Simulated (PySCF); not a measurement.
# C5H6OSi: excited states, first hyperpolarisability

What do calculations give for the excited states, first hyperpolarisability of C5H6OSi (`O=CC1=CC=C[SiH2]1`)?

Programs: PySCF 2.14.0, with routines of our own; each step states its level. All values are computed. Atoms count from 0.

## (1) The system as given

13 atoms, charge 0, multiplicity 1; geometry from: GFN2-xTB.

## (2) Geometry optimisation at PBE0-D3(BJ)/def2-SVP

The job: settings as JSON, then the geometry in Å.

```
{"job": {"xc": "PBE0", "basis": "def2-SVP", "d3": "d3bj", "grid": 2, "kind": "geom"}, "charge": 0, "multiplicity": 1}
O      2.984732     0.193545     0.536993
C      2.190965    -0.236479    -0.269350
C      0.760009    -0.113387    -0.148846
C     -0.125311    -0.595207    -1.050512
C     -1.522946    -0.371969    -0.753597
C     -1.783967     0.289122     0.384922
Si    -0.167347     0.733510     1.271286
H      2.541244    -0.768781    -1.179968
H      0.164160    -1.121279    -1.950854
H     -2.279426    -0.732927    -1.436526
H     -2.791800     0.506208     0.696113
H     -0.028334     0.042850     2.550161
H      0.053634     2.175281     1.332450
```

Command:

```bash
> OMP_NUM_THREADS=1 python excited_run.py task.json out
```

One launch serves the whole session: the jobs run in the order shown.

Log:

```text
step   0  E = -558.09805426  max force = 0.025933
step   1  E = -558.10146878  max force = 0.001860
step   2  E = -558.10148866  max force = 0.000938
step   3  E = -558.10148784  max force = 0.001247
step   4  E = -558.10149465  max force = 0.000513
step   5  E = -558.10149739  max force = 0.000265
optimisation converged
```

Wall time 35 s (1 thread of Arm Neoverse V2, shared host); peak memory 0.69 GiB.

Step by step:

| step | energy from step 0 (eV) | largest force component (eV/Å) |
| --- | --- | --- |
| 0 | 0.0000 | 1.3335 |
| 1 | -0.0929 | 0.0956 |
| 2 | -0.0935 | 0.0482 |
| 3 | -0.0934 | 0.0641 |
| 4 | -0.0936 | 0.0264 |
| 5 | -0.0937 | 0.0136 |

Distances of close pairs at the start and the end, largest changes first:

| bond | before (Å) | after (Å) | change (Å) |
| --- | --- | --- | --- |
| Si6–H12 | 1.460 | 1.492 | +0.032 |
| Si6–H11 | 1.460 | 1.492 | +0.032 |
| C3–C4 | 1.446 | 1.471 | +0.025 |
| C1–C2 | 1.441 | 1.459 | +0.018 |
| C2–Si6 | 1.896 | 1.880 | -0.016 |
| C5–H10 | 1.077 | 1.092 | +0.015 |
| C3–H8 | 1.082 | 1.098 | +0.015 |
| C4–H9 | 1.081 | 1.095 | +0.014 |

The end geometry stands in the next job.

| at the end point | value |
| --- | --- |
| point group (found at 0.08 Å tolerance) | Cs |
| rotational constants (GHz, main isotopes) | 4.554, 1.708, 1.261 |
| dipole moment (D) | 3.63 |

## (3) Excited states: TDA wB97X-D/def2-TZVPD

The job: settings as JSON, then the geometry in Å.

```
{"job": {"kind": "states", "xc": "wB97X-D", "basis": "def2-TZVPD", "tda": true, "soc": true, "nstates": 6, "ntriplets": 5, "nquad": 4}, "charge": 0, "multiplicity": 1}
O      2.939330     0.108370     0.565640
C      2.130848    -0.316864    -0.226608
C      0.685817    -0.178145    -0.077124
C     -0.214257    -0.657426    -0.973355
C     -1.637087    -0.433049    -0.675371
C     -1.917022     0.232707     0.468530
Si    -0.282821     0.649666     1.305285
H      2.463953    -0.859381    -1.150757
H      0.084545    -1.190439    -1.885017
H     -2.403107    -0.800161    -1.367012
H     -2.944044     0.446036     0.773445
H     -0.118027    -0.000431     2.637620
H     -0.037718     2.115900     1.427240
```

With the program's defaults for keys left out, this is: TDA wB97X-D/def2-TZVPD excited states, vertical, gas phase, spin-orbit mean-field couplings.

Log:

```text
coarse grid: 11864 points
cycle   1  E = -558.6743151138  dE =  1.214e+00  |g| = 8.548e-01  |ddm| = 5.811e+00
cycle   2  E = -558.4661420044  dE =  2.082e-01  |g| = 1.409e+00  |ddm| = 3.419e+00
cycle   3  E = -558.8290186057  dE = -3.629e-01  |g| = 7.986e-02  |ddm| = 2.146e+00
cycle   4  E = -558.8305385430  dE = -1.520e-03  |g| = 4.978e-02  |ddm| = 2.683e-01
cycle   5  E = -558.8311741253  dE = -6.356e-04  |g| = 1.028e-02  |ddm| = 1.177e-01
cycle   6  E = -558.8312198014  dE = -4.568e-05  |g| = 4.285e-03  |ddm| = 5.211e-02
cycle   7  E = -558.8312294258  dE = -9.624e-06  |g| = 2.194e-03  |ddm| = 1.836e-02
final grid: 111408 points
cycle   8  E = -558.8223716864  dE = -1.397e-04  |g| = 5.510e-03  |ddm| = 7.171e-01
cycle   9  E = -558.8223736755  dE = -1.989e-06  |g| = 4.618e-03  |ddm| = 8.164e-02
cycle  10  E = -558.8223777231  dE = -4.048e-06  |g| = 1.260e-03  |ddm| = 8.206e-03
cycle  11  E = -558.8223780652  dE = -3.420e-07  |g| = 4.641e-04  |ddm| = 5.311e-03
cycle  12  E = -558.8223781319  dE = -6.670e-08  |g| = 2.235e-04  |ddm| = 2.855e-03
cycle  13  E = -558.8223781483  dE = -1.641e-08  |g| = 6.147e-05  |ddm| = 9.584e-04
cycle  14  E = -558.8223781518  dE = -3.565e-09  |g| = 3.922e-05  |ddm| = 3.974e-04
cycle  15  E = -558.8223781527  dE = -8.176e-10  |g| = 7.851e-06  |ddm| = 2.178e-04
converged SCF energy = -558.8223781527

Singlet excitations
state   eV       nm        f     d(h-e)  d(exc)  Lambda  PR(NTO)  |dmu|/D   mu/D   main configurations
  1   3.6123   343.2   0.00033   1.435   2.858   0.408   1.013    3.764    1.748   H-1->L 0.83, H-1->L+2 0.15
  2   4.4547   278.3   0.23224   0.280   2.854   0.791   1.106    0.892    4.810   H->L 0.93
  3   5.2307   237.0   0.00000   0.409   2.690   0.536   1.116    0.919    4.204   H-2->L 0.85, H-4->L 0.08
  4   5.7662   215.0   0.00356   0.566   2.831   0.535   1.345    1.391    4.126   H-4->L 0.68, H-1->L+2 0.11, H-2->L 0.11
  5   6.1342   202.1   0.00248   1.623   3.269   0.451   1.392                     H-1->L+2 0.56, H-4->L 0.19, H-1->L 0.12
  6   6.3099   196.5   0.04980   0.550   3.292   0.684   1.866                     H-3->L 0.63, H->L+2 0.30

Triplet excitations (Tamm-Dancoff)
state   eV     d(h-e)  d(exc)  Lambda  PR(NTO)   main configurations
  1   2.4659   0.086   2.641   0.806   1.069   H->L 0.95
  2   3.1661   1.291   2.722   0.410   1.012   H-1->L 0.77, H-1->L+2 0.21
  3   4.4455   0.154   2.349   0.691   1.914   H-3->L 0.46, H->L+2 0.27, H-5->L 0.14
  4   4.8583   0.422   2.636   0.533   1.115   H-2->L 0.86
  5   5.2688   0.540   2.739   0.541   1.231   H-4->L 0.76
S1 - T1 = 1.1464 eV

Spin-orbit couplings |<S|Hso|T>| (cm-1)
             T1       T2       T3       T4       T5
S0        0.215   49.263    0.087    7.219   14.230
S1       14.571    0.438   13.641    1.293    7.996
S2        0.012   13.791    0.023    5.467    3.798
S3        5.544    2.751   12.619    1.842   25.569
S4        2.031    6.497    6.878   25.099    1.929
S5        6.344    5.309    2.084   11.603    1.321
S6        0.047    3.554    0.007   19.013   15.494
T1 sublevels (cm-1): 0.000 0.000 0.013   radiative rates (1/s): 0.000101 0.000964 0.131
```

Run time: 56 s. Hardware: 1 thread of Arm Neoverse V2, shared host; peak memory 1.2 GiB.

In short:

| quantity | value |
| --- | --- |
| S1 less T1 | 1.15 eV |

## (4) Excited states: TDDFT CAM-B3LYP/def2-TZVPD

The job, as its differences from that of step 3:

```diff
@@ -1,2 +1,2 @@
-{"job": {"kind": "states", "xc": "wB97X-D", "basis": "def2-TZVPD", "tda": true, "soc": true, "nstates": 6, "ntriplets": 5, "nquad": 4}, "charge": 0, "multiplicity": 1}
+{"job": {"kind": "states", "xc": "CAM-B3LYP", "basis": "def2-TZVPD", "tpa": true, "nstates": 8, "nquad": 6, "ntriplets": 0}, "charge": 0, "multiplicity": 1}
 O      2.939330     0.108370     0.565640
```

Level: TDDFT CAM-B3LYP/def2-TZVPD excited states, vertical, gas phase, two-photon moments by quadratic response.

Log:

```text
coarse grid: 11864 points
cycle   1  E = -558.6480199935  dE =  1.163e+00  |g| = 8.504e-01  |ddm| = 5.328e+00
cycle   2  E = -558.3584843409  dE =  2.895e-01  |g| = 1.531e+00  |ddm| = 3.782e+00
cycle   3  E = -558.7976165098  dE = -4.391e-01  |g| = 1.042e-01  |ddm| = 2.890e+00
cycle   4  E = -558.7997727409  dE = -2.156e-03  |g| = 6.154e-02  |ddm| = 2.729e-01
cycle   5  E = -558.8007143924  dE = -9.417e-04  |g| = 9.746e-03  |ddm| = 1.143e-01
cycle   6  E = -558.8007467657  dE = -3.237e-05  |g| = 3.794e-03  |ddm| = 3.831e-02
cycle   7  E = -558.8007528313  dE = -6.066e-06  |g| = 1.554e-03  |ddm| = 1.448e-02
final grid: 111408 points
cycle   8  E = -558.7940760043  dE = -2.424e-05  |g| = 3.931e-03  |ddm| = 1.905e-01
cycle   9  E = -558.7940742239  dE =  1.780e-06  |g| = 5.044e-03  |ddm| = 1.811e-02
cycle  10  E = -558.7940797540  dE = -5.530e-06  |g| = 8.824e-04  |ddm| = 6.111e-03
cycle  11  E = -558.7940798970  dE = -1.429e-07  |g| = 2.474e-04  |ddm| = 1.497e-03
cycle  12  E = -558.7940799126  dE = -1.556e-08  |g| = 1.286e-04  |ddm| = 8.098e-04
cycle  13  E = -558.7940799174  dE = -4.819e-09  |g| = 3.692e-05  |ddm| = 3.177e-04
cycle  14  E = -558.7940799182  dE = -7.906e-10  |g| = 1.783e-05  |ddm| = 1.519e-04
converged SCF energy = -558.7940799182

Singlet excitations
state   eV       nm        f     d(h-e)  d(exc)  Lambda  PR(NTO)  |dmu|/D   mu/D   delta(TPA)   sigma/GM   main configurations
  1   3.6142   343.0   0.00031   1.432   2.865   0.407   1.014    3.722    1.708        0.21      0.001   H-1->L 0.82, H-1->L+2 0.16
  2   4.1459   299.1   0.16050   0.273   2.847   0.782   1.151    0.820    4.769       47.79      0.301   H->L 0.96
  3   5.2467   236.3   0.00001   0.415   2.702   0.534   1.117    0.937    4.259        0.94      0.009   H-2->L 0.85, H-4->L 0.08
  4   5.7667   215.0   0.00217   0.555   2.846   0.530   1.359    1.347    4.050        0.42      0.005   H-4->L 0.67, H-1->L+2 0.12, H-2->L 0.11
  5   6.1532   201.5   0.00199   1.685   3.331   0.453   1.401    3.791    2.057        4.37      0.061   H-1->L+2 0.55, H-4->L 0.20, H-1->L 0.12
  6   6.2868   197.2   0.04689   0.517   3.322   0.682   1.919    1.563    4.116     1627.25     23.562   H-3->L 0.63, H->L+2 0.32
  7   6.4967   190.8   0.00314   0.827   3.921   0.273   1.020                                            H->L+1 0.90
  8   6.6131   187.5   0.25131   1.156   3.068   0.640   1.925                                            H->L+2 0.61, H-3->L 0.27
```

It took 74 s on 1 thread of Arm Neoverse V2, shared host; peak memory 1.3 GiB.

## (5) First hyperpolarisability: quadratic response CAM-B3LYP/def2-TZVPD

The job, as its differences from that of step 4:

```diff
@@ -1,2 +1,2 @@
-{"job": {"kind": "states", "xc": "CAM-B3LYP", "basis": "def2-TZVPD", "tpa": true, "nstates": 8, "nquad": 6, "ntriplets": 0}, "charge": 0, "multiplicity": 1}
+{"job": {"kind": "beta", "xc": "CAM-B3LYP", "basis": "def2-TZVPD"}, "charge": 0, "multiplicity": 1}
 O      2.939330     0.108370     0.565640
```

With the program's defaults for keys left out, this is: quadratic response CAM-B3LYP/def2-TZVPD first hyperpolarisability, Taylor convention, gas phase.

Log:

```text
coarse grid: 11864 points
cycle   1  E = -558.6480199935  dE =  1.163e+00  |g| = 8.504e-01  |ddm| = 5.328e+00
cycle   2  E = -558.3584843409  dE =  2.895e-01  |g| = 1.531e+00  |ddm| = 3.782e+00
cycle   3  E = -558.7976165098  dE = -4.391e-01  |g| = 1.042e-01  |ddm| = 2.890e+00
cycle   4  E = -558.7997727409  dE = -2.156e-03  |g| = 6.154e-02  |ddm| = 2.729e-01
cycle   5  E = -558.8007143924  dE = -9.417e-04  |g| = 9.746e-03  |ddm| = 1.143e-01
cycle   6  E = -558.8007467657  dE = -3.237e-05  |g| = 3.794e-03  |ddm| = 3.831e-02
cycle   7  E = -558.8007528313  dE = -6.066e-06  |g| = 1.554e-03  |ddm| = 1.448e-02
final grid: 111408 points
cycle   8  E = -558.7940760043  dE = -2.424e-05  |g| = 3.931e-03  |ddm| = 1.905e-01
cycle   9  E = -558.7940742239  dE =  1.780e-06  |g| = 5.044e-03  |ddm| = 1.811e-02
cycle  10  E = -558.7940797540  dE = -5.530e-06  |g| = 8.824e-04  |ddm| = 6.111e-03
cycle  11  E = -558.7940798970  dE = -1.429e-07  |g| = 2.474e-04  |ddm| = 1.497e-03
cycle  12  E = -558.7940799126  dE = -1.556e-08  |g| = 1.286e-04  |ddm| = 8.098e-04
cycle  13  E = -558.7940799174  dE = -4.819e-09  |g| = 3.692e-05  |ddm| = 3.177e-04
cycle  14  E = -558.7940799182  dE = -7.906e-10  |g| = 1.783e-05  |ddm| = 1.519e-04
converged SCF energy = -558.7940799182

Lowest singlets (eV, f): 3.6142 0.0003  4.1459 0.1605  5.2467 0.0000

First hyperpolarisability (au)
process     nm      |vector|   parallel      HRS      DR
static         -      295.79      95.73     136.56   3.709
shg       1907.0      333.53      111.0     152.57   3.797
eope      1907.0      307.60     100.49          -       -
shg       1064.0      450.69     159.65     202.03   4.011
eope      1064.0      336.45      112.2          -       -
```

Run time: 56 s. Hardware: 1 thread of Arm Neoverse V2, shared host; peak memory 1.3 GiB.

## (6) Results

| quantity | value |
| --- | --- |
| point group | Cs |
| rotational constants (main isotopes) | 4.55, 1.71, 1.26 GHz |
| S1 less T1 (step 3, TDA wB97X-D/def2-TZVPD) | 1.15 eV |
| β vector (step 5, quadratic response CAM-B3LYP/def2-TZVPD) | static 296, SHG 1907.0 nm 334, SHG 1064.0 nm 451 au |

In words: Over 5 steps the energy fell by 0.094 eV; of the close pairs, Si6–H12 changed most, 1.460 to 1.492 Å. In step 3, the number of triplets below S1 is 2, and the largest singlet-triplet spin-orbit coupling is S0–T2, 49.26 cm⁻¹. β grows from 296 au (static) to 451 au for doubling at 1064.0 nm: normal dispersion, which grows as twice the photon energy moves toward the bright states.
